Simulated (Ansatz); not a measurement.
Na3Cl, space group P4/mmm: a comparison of functionals at one structure, run with Ansatz's Python interface.

`na3cl.py`
```python
"""Functional comparison for Na3Cl (totals differ with the potentials too)."""

import ansatz as az


def main() -> None:
    lattice = az.Lattice.of(
        (3.48642, 0.0, 0.0),
        (0.0, 3.48642, 0.0),
        (0.0, 0.0, 9.48697),
    )
    sites = [
        ("Na", (0.0, 0.0, 0.5)),
        ("Na", (0.5, 0.5, 0.82567)),
        ("Na", (0.5, 0.5, 0.17433)),
        ("Cl", (0.0, 0.0, 0.0)),
    ]
    crystal = az.Crystal(lattice=lattice)
    for symbol, position in sites:
        crystal = crystal.atom(symbol, position)

    job = (
        crystal.calculation()
        .occupations("fermi_dirac", width=0.15)
        .basis(420)
        .pseudopotentials("paw")
        .kpoints(mesh=(7, 7, 3), center="gamma")
        .forces()
        .stress()
    )

    rows = []
    for value in ["blyp", "lda", "pbesol"]:
        summary = job.functional(value).run().report
        rows.append((value, summary["free_energy_ev"] / len(summary["lattice"]["sites"]), summary["n_iterations"], sum(summary["stress_gpa"][i][i] for i in range(3)) / 3, max(abs(f) for row in summary["forces_ev_ang"] for f in row), summary["n_kpoints"]))

    print("  functional   F/atom (eV)    iterations       P (GPa)  max component (eV/A)      k-points")
    for row in rows:
        print(f"{str(row[0]):>12s}  {row[1]:12.5f}  {row[2]:12d}  {row[3]:12.3f}  {row[4]:20.4f}  {row[5]:12d}")


if __name__ == "__main__":
    main()
```

Which functional puts this cell under the lowest pressure, and which under the highest?

From lowest to highest: LDA (-1.0 GPa), PBEsol (0.1 GPa) and BLYP (1.1 GPa). At a fixed cell a lower pressure usually means a smaller equilibrium volume, so LDA prefers the smallest cell and BLYP the largest.

What the script printed:

`python na3cl.py` gives:
```text
  functional   F/atom (eV)    iterations       P (GPa)  max component (eV/A)      k-points
        blyp   -1388.99214             9         1.131                0.1713            20
         lda   -1361.76598             9        -0.953                0.0065            20
      pbesol   -1372.89321            10         0.136                0.0709            20
```

BLYP can be off by several per cent in the lattices of metals, and by several GPa in the pressure at a fixed cell. For a metal this k-point mesh is coarse: on a finer one energies can move by several to tens of meV an atom and pressures by half a GPa or more, differences at one mesh by less. The smearing is wide enough that free energy and stress hold a thermal part of the electrons. Pressure is positive in compression. The structure comes from a database of computed cells and needn't be a stable or known phase. Total energies of different functionals can't be compared; pressures, moments and gaps at this one structure can. It ran for 8.7 s on 1 thread of Arm Neoverse V1 (shared host), peak memory 0.4 GiB.
